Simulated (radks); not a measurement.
# Sc⁷⁺ in [Ne] 3s2 3p2: an all-electron calculation

Wanted: eigenvalues, radial structure and energy terms of the scandium ion Sc7+.

The numbers are computed with radks (a radial shooting solver on a logarithmic mesh, Libxc functionals) version 1 (non-relativistic Kohn-Sham, revTPSS, spin-unpolarised, spherical densities, point nucleus), except any that are marked as measured or tabulated.

## 1. What is computed

| Property | Result |
| --- | --- |
| element | scandium (Z = 21) |
| charge | +7 |
| electrons | 14 |
| configuration | [Ne] 3s2 3p2 |

Outer shells as boxes (Hund's rule):

Sc⁷⁺
```
[Ne] core
3s [↑↓]
3p [↑ ][↑ ][  ]
```

## 2. Self-consistent calculation

The run's settings:

```text
Z 21
configuration [Ne] 3s2 3p2
relativity non-relativistic
functional revtpss,revtpss
spin unpolarised
nucleus point
```

Launch:

```console
$ python run_ks.py task.json out
```

This one command runs every case of the session in turn.

**Question.** What will this run give?

The runs gave:

```
                        quantity                 value
                    total energy    -743.49479 hartree
exchange-correlation share of it                4.68 %
                            −T/E                0.9993
          highest occupied level        3p, -145.43 eV
    most extended occupied level  3p, <r> = 0.996 bohr
 radius at density 0.001 e/bohr³             2.23 bohr
    maxima of the radial density                     3
         ionisation energy, NIST  158.1 (semi-emp.) eV
```

**Reading.** 3 principal shells are occupied and 3 maxima appear in the radial density. The ratio −T/E is 0.9993; for a non-relativistic Coulomb system it is 1 up to the kinetic part of correlation. The top level binds by 145.43 eV, 92 % of the NIST ionisation energy of 158.1 eV. Spin polarisation and multiplet splitting are left out.
